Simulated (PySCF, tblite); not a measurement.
# C₂H₈BBrGe₂: geometry, infrared bands and NMR shifts

Aim: predict the infrared bands and NMR shifts of C₂H₈BBrGe₂ (`C=C[B]([GeH3])[GeH2][Br]`).

The runs use tblite 0.8.0 and PySCF 2.14.0, with density-fitted response routines of our own; the level of theory stands in each step. All values are computed, except where a source is named. Atoms count from 0, in the outputs and in this text.

### 1 Starting geometry

14 atoms, charge 0, multiplicity 1; geometry from: force field or distance geometry start.

Bonds of the start (Å): C0–C1 1.34, C1–B2 1.56, B2–Ge3 2.05, B2–Ge4 2.03, Ge4–Br5 2.33, C0–H6 1.07, C0–H7 1.09, C1–H8 1.09, Ge3–H9 1.58, Ge3–H10 1.56, Ge3–H11 1.54, Ge4–H12 1.53, Ge4–H13 1.57.

### 2 Geometry optimisation with GFN2-xTB

The job: settings as JSON, then the geometry in Å.

```
{"job": {"kind": "relax", "xc": "GFN2-xTB", "basis": "xTB"}, "charge": 0, "multiplicity": 1}
C      2.232300     0.798200    -0.816000
C      1.275400    -0.128200    -0.723800
B     -0.061600     0.097000     0.039600
Ge    -1.818500     0.373300    -0.984300
Ge    -0.269800    -0.883700     1.806400
Br    -0.654500     0.717100     3.449900
H      2.162400     1.784100    -0.410800
H      3.146200     0.545500    -1.358900
H      1.461400    -1.104200    -1.172300
H     -2.825600    -0.801800    -0.665700
H     -2.516900     1.649900    -0.425800
H     -1.574600     0.485500    -2.498500
H      0.971800    -1.729100     2.072200
H     -1.528700    -1.804000     1.666000
```

Launch:

```
$ OMP_NUM_THREADS=1 python probes_run.py task.json out
```

This one command runs all jobs of the session in turn.

**Question.** This job is followed by: GFN2-xTB harmonic vibrations, gas phase; GIAO PBE0/pcSseg-1 NMR shielding, non-relativistic, gas phase. Predict these results of the whole session: strongest single infrared mode (GFN2-xTB); zero-point energy (GFN2-xTB); ¹³C shifts against TMS (PBE0/pcSseg-1); ¹H shifts against TMS (PBE0/pcSseg-1, means over atoms taken as alike); ¹¹B shifts against BF3·OEt2 (PBE0/pcSseg-1); ⁷³Ge shifts against GeMe4 (PBE0/pcSseg-1); ⁷⁹Br shifts against HBr (PBE0/pcSseg-1).

The runs gave:

| quantity | value |
| --- | --- |
| strongest single infrared mode (GFN2-xTB) | 2061 cm⁻¹, 499 km/mol |
| zero-point energy (GFN2-xTB) | 51.6 kcal/mol |
| ¹³C shifts against TMS (PBE0/pcSseg-1) | 159.1, 158.6 ppm |
| ¹H shifts against TMS (PBE0/pcSseg-1, means over atoms taken as alike) | 8.50, 7.22, 6.90, 5.47, 3.48 ppm |
| ¹¹B shifts against BF3·OEt2 (PBE0/pcSseg-1) | 110.0 ppm |
| ⁷³Ge shifts against GeMe4 (PBE0/pcSseg-1) | -150, -352 ppm |
| ⁷⁹Br shifts against HBr (PBE0/pcSseg-1) | -271 ppm |

Relaxing lowered the energy by 0.622 eV in 140 steps; the close pair that moved most is Ge3–H9, from 1.580 to 1.498 Å. The lowest mode is slightly imaginary (8i cm⁻¹), a soft motion within the noise of the Hessian, so the minimum is not strictly shown. The strongest single mode, at 2061 cm⁻¹, moves mainly H11. Unscaled tight-binding wavenumbers are off by several per cent, some by more. Its intensities can rank the bands wrongly. The most deshielded carbon is C0 (terminal =CH2 carbon), at 159.1 ppm: as expected for a trigonal carbon in a double bond. At PBE0/pcSseg-1: The widest tensor belongs to Br5: span 296 ppm, with a paramagnetic part of -231 ppm. Spin-orbit coupling is left out, which matters for shieldings and couplings at and beside the heavy atoms.
